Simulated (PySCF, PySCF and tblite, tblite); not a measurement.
**C6H7F: telling isomers apart by computed NMR**

Aim: see whether computed shieldings tell isomers of C6H7F apart.

Programs: PySCF 2.14.0 with density-fitted response routines of our own, and tblite 0.8.0. All values are computed, except where a source is named. Atoms count from 0 throughout.

## 1. The molecule as given

14 atoms, charge 0, multiplicity 1; geometry from: MMFF94s geometry. This is the first candidate.

Bonds of the start (Å): C1–C2 1.51, C1–H7 1.08, C1–H8 1.09, C2–C3 1.33, C2–C6 1.45, C3–C4 1.50, C3–H9 1.09, C4–C5 1.50, C4–H10 1.10, C4–H11 1.09, C5–C6 1.34, C5–H12 1.08, C6–H13 1.08, F0–C1 1.36.

## 2. GFN2-xTB relaxation, isomer A, conformer 1

The job: settings as JSON, then the geometry in Å.

```
{"job": {"xc": "GFN2-xTB", "basis": "xTB", "kind": "relax"}, "charge": 0, "multiplicity": 1}
F     -2.696800    -0.944400    -0.136100
C     -2.047200     0.251600    -0.218800
C     -0.563700     0.057000    -0.055600
C      0.109800    -1.073700     0.119700
C      1.576900    -0.792900     0.232600
C      1.602100     0.699400     0.059300
C      0.360500     1.167700    -0.103300
H     -2.273700     0.700500    -1.174000
H     -2.430000     0.888400     0.584300
H     -0.330900    -2.067800     0.203700
H      2.131200    -1.290000    -0.576500
H      1.974300    -1.094200     1.199700
H      2.500500     1.299800     0.084500
H      0.086400     2.198100    -0.241700
```

Started as:

```bash
$ OMP_NUM_THREADS=1 python ens_run.py task.json out
```

One launch serves the whole session.

The log of the run:

```text
step      E/eV     max force
  0    -574.31973    1.221
  1    -574.34078    0.977
  2    -574.35144    0.231
  3    -574.35427    0.145
  4    -574.35752    0.224
  5    -574.35865    0.118
  6    -574.35954    0.094
  7    -574.36014    0.079
  8    -574.36050    0.061
  9    -574.36066    0.023
 10    -574.36066    0.023
 11    -574.36071    0.019
 12    -574.36077    0.015
 13    -574.36079    0.013
 14    -574.36081    0.013
 15    -574.36083    0.007
 16    -574.36083    0.006
 17    -574.36084    0.005
 18    -574.36084    0.005
 19    -574.36084    0.004
```

It took 0.12 s on 1 thread of Arm Neoverse V1, shared host.

The energy fell by 0.041 eV, and the atoms moved 0.02 Å (root mean square).

GFN2-xTB relaxation, isomer A, conformer 2:

The job: settings as JSON, then the geometry in Å.

```
{"job": {"xc": "GFN2-xTB", "basis": "xTB", "kind": "relax"}, "charge": 0, "multiplicity": 1}
F      2.563300    -1.188400    -0.328800
C      2.054100    -0.016100     0.164700
C      0.586800     0.024500     0.044300
C     -0.180500     0.958700    -0.584500
C     -1.631600     0.584500    -0.445500
C     -1.567100    -0.690200     0.329800
C     -0.282700    -0.985700     0.597400
H      2.361600     0.046700     1.230400
H      2.543300     0.798200    -0.364700
H      0.178600     1.827000    -1.086700
H     -2.085100     0.421100    -1.437300
H     -2.191400     1.352700     0.090600
H     -2.424800    -1.276000     0.632800
H      0.074900    -1.857500     1.135300
```

The log of the run:

```text
step      E/eV     max force
  0    -574.28446    1.442
  1    -574.30917    1.014
  2    -574.31994    0.185
  3    -574.32256    0.145
  4    -574.32612    0.158
  5    -574.32694    0.112
  6    -574.32763    0.060
  7    -574.32805    0.054
  8    -574.32826    0.043
  9    -574.32847    0.038
 10    -574.32847    0.038
 11    -574.32853    0.035
 12    -574.32862    0.022
 13    -574.32866    0.023
 14    -574.32874    0.019
 15    -574.32878    0.022
 16    -574.32882    0.021
 17    -574.32887    0.017
 18    -574.32892    0.020
 19    -574.32897    0.015
 20    -574.32901    0.014
 21    -574.32904    0.011
 22    -574.32905    0.009
 23    -574.32906    0.008
 24    -574.32907    0.008
 25    -574.32908    0.007
 26    -574.32908    0.005
 27    -574.32909    0.004
 28    -574.32909    0.003
```

It took 0.13 s on 1 thread of Arm Neoverse V1, shared host.

The energy fell by 0.045 eV, and the atoms moved 0.02 Å (root mean square).

## 3. Shieldings, isomer A, conformer 1: PBE0/pcSseg-1

The job: settings as JSON, then the geometry in Å.

```
{"job": {"xc": "PBE0", "basis": "pcSseg-1", "kind": "nmr", "pop": true}, "charge": 0, "multiplicity": 1}
F     -2.716714    -0.942477    -0.141302
C     -2.043302     0.252388    -0.211402
C     -0.571226     0.064527    -0.060584
C      0.107348    -1.077543     0.127761
C      1.565971    -0.778884     0.224708
C      1.609915     0.704465     0.063993
C      0.367573     1.173739    -0.100565
H     -2.287937     0.697364    -1.184741
H     -2.443972     0.889140     0.588166
H     -0.303605    -2.066565     0.201898
H      2.136536    -1.287924    -0.554953
H      1.982465    -1.096383     1.182910
H      2.523440     1.269508     0.083879
H      0.072831     2.198173    -0.241934
```

The log of the run:

```text
coarse grid: 11944 points
cycle   1  E = -332.1307356202  dE =  1.092e+00  |g| = 5.327e-01  |ddm| = 3.430e+00
cycle   2  E = -332.1015538602  dE =  2.918e-02  |g| = 6.995e-01  |ddm| = 1.119e+00
cycle   3  E = -332.1879326302  dE = -8.638e-02  |g| = 7.382e-02  |ddm| = 6.388e-01
cycle   4  E = -332.1886729190  dE = -7.403e-04  |g| = 4.535e-02  |ddm| = 1.047e-01
cycle   5  E = -332.1891715711  dE = -4.987e-04  |g| = 1.034e-02  |ddm| = 5.024e-02
cycle   6  E = -332.1891942840  dE = -2.271e-05  |g| = 3.783e-03  |ddm| = 1.094e-02
cycle   7  E = -332.1891974186  dE = -3.135e-06  |g| = 6.641e-04  |ddm| = 3.538e-03
final grid: 116456 points
cycle   8  E = -332.2380782456  dE = -3.571e-05  |g| = 7.638e-03  |ddm| = 3.583e-02
cycle   9  E = -332.2380728966  dE =  5.349e-06  |g| = 9.483e-03  |ddm| = 1.604e-02
cycle  10  E = -332.2380926300  dE = -1.973e-05  |g| = 1.003e-03  |ddm| = 8.721e-03
cycle  11  E = -332.2380927925  dE = -1.626e-07  |g| = 2.656e-04  |ddm| = 1.065e-03
cycle  12  E = -332.2380928038  dE = -1.126e-08  |g| = 1.160e-04  |ddm| = 2.965e-04
cycle  13  E = -332.2380928070  dE = -3.240e-09  |g| = 2.705e-05  |ddm| = 1.243e-04
cycle  14  E = -332.2380928072  dE = -1.570e-10  |g| = 9.075e-06  |ddm| = 3.310e-05
converged SCF energy = -332.2380928072

GIAO shielding tensors (ppm)
atom      isotropic    diamagn.    paramagn.     s11        s22        s33       span
  0 F      431.994     470.783     -38.789    416.372    416.766    462.844     46.472
  1 C      100.895     237.000    -136.105     68.348     80.582    153.754     85.406
  2 C       35.272     262.626    -227.355    -62.271     43.412    124.674    186.945
  3 C       53.229     250.112    -196.883    -43.768     43.666    159.788    203.557
  4 C      141.451     251.211    -109.761    130.205    141.470    152.677     22.472
  5 C       43.202     255.245    -212.043    -62.346     37.992    153.960    216.306
  6 C       50.822     251.216    -200.394    -52.595     57.404    147.657    200.251
  7 H       26.006      26.863      -0.857     21.354     26.724     29.939      8.585
  8 H       26.006      26.865      -0.860     21.361     26.727     29.930      8.569
  9 H       25.079      32.591      -7.512     23.023     24.253     27.961      4.938
 10 H       28.544      28.955      -0.412     24.028     26.587     35.016     10.987
 11 H       28.543      28.962      -0.419     24.025     26.594     35.010     10.985
 12 H       24.917      31.113      -6.196     23.807     24.958     25.987      2.180
 13 H       25.202      32.045      -6.843     23.719     24.371     27.514      3.795
```

Run time: 20 s. Hardware: 1 thread of Arm Neoverse V1, shared host.

In short: HOMO -6.45 eV, LUMO -0.53 eV; dipole 1.78 D.

The fields below are evaluated on a grid from the run's orbitals.

Frontier orbitals at PBE0/pcSseg-1, with the share of their density that lies nearest to each atom:

```csv
orbital,energy (eV),lies on
HOMO,-6.45,"C3, C5 about 28 % each; C2 17 %; C6 12 %"
LUMO,-0.53,"C3, C5 about 21 % each; C2, C6 about 13 % each; H10, H11, H12 about 6 % each"
```

ELF in a plane through or near 10 of the atoms.

Ten even steps from ' ' (0.00) to '@' (1.00):
```
                                                        
                                                        
                                                        
                        ..++%%##--                      
            ====::      ##@@@@@@@@::                    
        ..**@@@@%%::  ..%%@@@@@@@@::                    
        **@@@@@@@@##==++++##@@@@++                      
        ==%%@@@@@@++--%%..**==++..    ......            
          ..==****----##++==@@%%++==--++**==..          
              ::##@@%%--..++++..==%%==..**++..          
            ..--==..--++--**++::==%%++..==--..          
            --++==##..@@==::%%%%==----######**==..      
            ::==**==++##::--==++    ==%%====%%**::      
              ..::::..==%%@@@@@@::  ==%%%%##**==..      
                      ::@@@@@@@@++    ----::..          
                      ::@@@@@@@@==                      
                        ::==++--                        
                                                        
                                                        
                                                        
```
The map spans 10.4 Å across and 9.6 Å up, centred on the molecule. Atoms in the plane (x, y in Å): F0 (2.6, -1.2), C1 (2.1, 0.0), C2 (0.6, 0.0), C3 (-0.2, -1.1), C4 (-1.7, -0.6), C5 (-1.5, 0.9), C6 (-0.2, 1.2), H9 (0.1, -2.1), H12 (-2.4, 1.5), H13 (0.2, 2.2).

On the surface of density 0.002 e/bohr³ the electrostatic potential runs, from the 1st to the 99th percentile, from -1.10 V near F0 to 1.00 V near H13.

## 4. Shieldings, isomer A, conformer 2: PBE0/pcSseg-1

The job: settings as JSON, then the geometry in Å.

```
{"job": {"xc": "PBE0", "basis": "pcSseg-1", "kind": "nmr", "pop": false}, "charge": 0, "multiplicity": 1}
F      2.585152    -1.180134    -0.330489
C      2.064159    -0.006188     0.173543
C      0.577510     0.018103     0.046996
C     -0.175666     0.941601    -0.571940
C     -1.616279     0.576936    -0.444407
C     -1.565076    -0.696172     0.333488
C     -0.292098    -1.002282     0.609268
H      2.373662     0.037381     1.225561
H      2.527229     0.811706    -0.387753
H      0.166098     1.822368    -1.083681
H     -2.084276     0.436014    -1.421004
H     -2.189045     1.349022     0.073843
H     -2.443686    -1.250107     0.607447
H      0.071638    -1.858721     1.146964
```

The log of the run:

```text
coarse grid: 11944 points
cycle   1  E = -332.1316624667  dE =  1.081e+00  |g| = 5.316e-01  |ddm| = 3.421e+00
cycle   2  E = -332.1056605388  dE =  2.600e-02  |g| = 6.924e-01  |ddm| = 1.024e+00
cycle   3  E = -332.1887044425  dE = -8.304e-02  |g| = 5.639e-02  |ddm| = 5.826e-01
cycle   4  E = -332.1891517640  dE = -4.473e-04  |g| = 2.951e-02  |ddm| = 6.918e-02
cycle   5  E = -332.1893395289  dE = -1.878e-04  |g| = 6.240e-03  |ddm| = 3.420e-02
cycle   6  E = -332.1893454688  dE = -5.940e-06  |g| = 3.362e-03  |ddm| = 8.067e-03
cycle   7  E = -332.1893482231  dE = -2.754e-06  |g| = 6.416e-04  |ddm| = 3.130e-03
final grid: 116456 points
cycle   8  E = -332.2379552231  dE = -3.297e-05  |g| = 7.533e-03  |ddm| = 3.380e-02
cycle   9  E = -332.2379504896  dE =  4.734e-06  |g| = 9.223e-03  |ddm| = 1.548e-02
cycle  10  E = -332.2379693592  dE = -1.887e-05  |g| = 9.660e-04  |ddm| = 8.285e-03
cycle  11  E = -332.2379695065  dE = -1.474e-07  |g| = 2.005e-04  |ddm| = 9.392e-04
cycle  12  E = -332.2379695124  dE = -5.830e-09  |g| = 5.661e-05  |ddm| = 1.845e-04
cycle  13  E = -332.2379695130  dE = -6.066e-10  |g| = 2.263e-05  |ddm| = 6.605e-05
converged SCF energy = -332.2379695130

GIAO shielding tensors (ppm)
atom      isotropic    diamagn.    paramagn.     s11        s22        s33       span
  0 F      412.759     471.412     -58.653    383.978    395.962    458.336     74.359
  1 C      103.793     235.977    -132.184     73.308     84.992    153.080     79.772
  2 C       34.988     261.739    -226.752    -66.148     36.677    134.434    200.583
  3 C       47.517     252.369    -204.851    -49.612     44.973    147.192    196.803
  4 C      141.508     251.244    -109.737    130.935    140.353    153.235     22.300
  5 C       43.822     255.281    -211.459    -61.489     39.793    153.163    214.652
  6 C       46.151     249.754    -203.603    -59.284     51.552    146.186    205.470
  7 H       26.197      26.929      -0.732     22.910     26.314     29.367      6.457
  8 H       26.208      27.591      -1.382     21.801     26.935     29.889      8.088
  9 H       25.158      32.925      -7.767     23.803     24.694     26.977      3.173
 10 H       28.512      28.956      -0.443     24.141     26.521     34.875     10.733
 11 H       28.626      28.974      -0.348     24.182     26.587     35.109     10.927
 12 H       24.926      31.094      -6.168     23.723     24.939     26.117      2.394
 13 H       24.653      31.628      -6.975     22.978     23.560     27.422      4.443
```

Run time: 13 s. Hardware: 1 thread of Arm Neoverse V1, shared host.

In short: HOMO -6.58 eV, LUMO -0.67 eV; dipole 2.25 D.

## 5. Averages, isomer A: properties at PBE0/pcSseg-1

The job: settings as JSON, then the geometry in Å.

```
{"job": {"study": "conf", "smiles": "FCC1=CCC=C1", "search": {"seed": 3362, "n_embed": 60, "ff_keep": 14, "window": 2.5, "nmax": 6, "temps": [250, 298.15, 350], "t_ref": 298.15, "order": 0.0005}, "level": {"nmr": {"xc": "PBE0", "basis": "pcSseg-1"}}, "kind": "conf"}, "charge": 0, "multiplicity": 1}
F      2.585152    -1.180134    -0.330489
C      2.064159    -0.006188     0.173543
C      0.577510     0.018103     0.046996
C     -0.175666     0.941601    -0.571940
C     -1.616279     0.576936    -0.444407
C     -1.565076    -0.696172     0.333488
C     -0.292098    -1.002282     0.609268
H      2.373662     0.037381     1.225561
H      2.527229     0.811706    -0.387753
H      0.166098     1.822368    -1.083681
H     -2.084276     0.436014    -1.421004
H     -2.189045     1.349022     0.073843
H     -2.443686    -1.250107     0.607447
H      0.071638    -1.858721     1.146964
```

The log of the run:

```text
conformer  sym    E(xTB)   E(DFT)   G(298.15 K)  weight  dipole/D
    1     Cs      0.000    0.000    0.380   0.3448    1.775
    2     C1      0.732    0.078    0.000   0.6552    2.255

mean shielding (ppm) by class
class atoms           250 K   298.15 K      350 K
  0 F  0            419.516     419.39    419.302
  1 C  1            102.775    102.794    102.807
  2 C  2             35.087     35.086     35.084
  3 C  3             49.524     49.486      49.46
  4 C  4            141.488    141.488    141.488
  5 C  5             43.604     43.608     43.611
  6 C  6             47.792     47.761      47.74
  7 H  7,8           26.133     26.135     26.136
  8 H  9              25.13     25.131     25.131
  9 H  10,11          28.56      28.56      28.56
 10 H  12            24.923     24.923     24.923
 11 H  13            24.846     24.842      24.84
```

It took 35 s on 1 thread of Arm Neoverse V1, shared host. This counts the runs that the step sums up.

The search (ETKDG and KDG, MMFF94s, GFN2-xTB) embedded 60 structures, kept 2 distinct ones after the force field and 2 after xTB; 2 were carried on (window 2.5 kcal/mol at the search's own energies). Energies: PBE0/pcSseg-1 with D3(BJ).

The conformers at 298 K:

```csv
no.,group,mirror pair,ΔE xTB,ΔE DFT,ΔG,weight (%),μ (D),F0–C1–C2–C3 (°),"A, B, C (GHz)"
1,Cs,no,0.00,0.00,0.38,34.5,1.77,0,"6.96, 1.81, 1.46"
2,C1,yes,0.73,0.08,0.00,65.5,2.25,-124,"6.67, 1.80, 1.52"
```

Energies in kcal/mol. ΔG holds xTB vibrations and rotation, symmetry numbers and mirror pairs.

Weights (%) by temperature:

```csv
no.,250 K,298 K,350 K
2,64.9,65.5,66.0
1,35.1,34.5,34.0
```

How the weights hang on the way they are made:

```csv
scheme,2,1,mean μ (D)
DFT free energy,66,34,2.09
"DFT energy, symmetry counted",64,36,2.08
DFT energy alone,47,53,2.00
"xTB energy, symmetry counted",37,63,1.95
xTB free energy,39,61,1.96
lowest conformer only,100,0,2.25
equal weights,50,50,2.02
```

Shifts against references run at the same level ($^{13}$C TMS 186.9, $^{1}$H TMS 31.72, $^{19}$F CFCl3 170.9 ppm of shielding), by class of atoms, at 298 K:

```csv
atoms,environment,no. 2,no. 1,average
C2,fully substituted alkene carbon,151.9,151.7,151.8
C5,alkene CH,143.1,143.7,143.3
C6,alkene CH,140.8,136.1,139.2
C3,alkene CH,139.4,133.7,137.4
C1,allylic sp3 CH2 bonded to F,83.1,86.0,84.1
C4,allylic sp3 CH2,45.4,45.5,45.4
H13,hydrogen on an alkene CH,7.06,6.51,6.88
H12,hydrogen on an alkene CH,6.79,6.80,6.79
H9,hydrogen on an alkene CH,6.56,6.64,6.59
"H7, H8",hydrogen on an allylic sp3 CH2 bonded to F,5.51,5.71,5.58
"H10, H11",hydrogen on an allylic sp3 CH2,3.15,3.17,3.16
F0,fluorine on an sp3 carbon,-241.8,-261.0,-248.4
```

Effective distances for nuclear Overhauser effects, ⟨r⁻⁶⟩^(−1/6) over all pairs of two classes (Å): H12···H13 2.64; H10···H12 2.66; H9···H10 2.67; H7···H9 3.07; H7···H13 3.13.

## 6. GFN2-xTB relaxation, isomer B, conformer 1

The job: settings as JSON, then the geometry in Å.

```
{"job": {"xc": "GFN2-xTB", "basis": "xTB", "kind": "relax"}, "charge": 0, "multiplicity": 1}
F      2.433100    -0.317200    -1.144400
C      1.958600     0.110200     0.056100
C      0.492100     0.146500     0.072000
C     -0.329900     1.182700     0.364300
C     -1.700000     0.753200     0.240200
C     -1.739100    -0.526600    -0.163600
C     -0.334400    -1.048000    -0.316600
H      2.335200    -0.589200     0.827500
H      2.404900     1.085900     0.265700
H     -0.035200     2.167000     0.679100
H     -2.555000     1.388400     0.416300
H     -2.630900    -1.105800    -0.347100
H     -0.147800    -1.356600    -1.335300
H     -0.152300    -1.891000     0.363500
```

The log of the run:

```text
step      E/eV     max force
  0    -574.31664    1.137
  1    -574.34360    0.670
  2    -574.35055    0.211
  3    -574.35377    0.130
  4    -574.35621    0.096
  5    -574.35707    0.095
  6    -574.35772    0.049
  7    -574.35797    0.033
  8    -574.35797    0.033
  9    -574.35806    0.026
 10    -574.35820    0.023
 11    -574.35824    0.022
 12    -574.35830    0.023
 13    -574.35835    0.015
 14    -574.35838    0.016
 15    -574.35840    0.013
 16    -574.35842    0.011
 17    -574.35843    0.011
 18    -574.35844    0.011
 19    -574.35846    0.014
 20    -574.35848    0.013
 21    -574.35849    0.009
 22    -574.35851    0.008
 23    -574.35852    0.007
 24    -574.35852    0.005
 25    -574.35852    0.004
```

Run time: 0.11 s. Hardware: 1 thread of Arm Neoverse V1, shared host.

Gain 0.042 eV; displacement 0.02 Å root mean square.

GFN2-xTB relaxation, isomer B, conformer 2:

The job: settings as JSON, then the geometry in Å.

```
{"job": {"xc": "GFN2-xTB", "basis": "xTB", "kind": "relax"}, "charge": 0, "multiplicity": 1}
F      2.488800    -1.336300    -0.318600
C      1.956700    -0.090800    -0.098400
C      0.489600    -0.134200    -0.037900
C     -0.340500    -1.175500    -0.199000
C     -1.706400    -0.747800    -0.059500
C     -1.736500     0.574600     0.155800
C     -0.329100     1.114900     0.195300
H      2.376600     0.267900     0.864600
H      2.312200     0.557800    -0.891400
H     -0.043100    -2.205200    -0.370400
H     -2.563900    -1.401300    -0.148800
H     -2.624700     1.169100     0.293700
H     -0.113000     1.554300     1.185600
H     -0.167400     1.852100    -0.593000
```

The log of the run:

```text
step      E/eV     max force
  0    -574.30513    0.889
  1    -574.32889    0.274
  2    -574.33384    0.211
  3    -574.33832    0.126
  4    -574.33928    0.105
  5    -574.34015    0.066
  6    -574.34057    0.044
  7    -574.34079    0.052
  8    -574.34096    0.033
  9    -574.34096    0.033
 10    -574.34102    0.027
 11    -574.34107    0.018
 12    -574.34110    0.016
 13    -574.34113    0.016
 14    -574.34115    0.010
 15    -574.34116    0.007
 16    -574.34116    0.006
 17    -574.34116    0.005
 18    -574.34117    0.002
```

Run time: 0.08 s. Hardware: 1 thread of Arm Neoverse V1, shared host.

The energy fell by 0.036 eV, and the atoms moved 0.02 Å (root mean square).

(Part 1 of 3 ends here.)
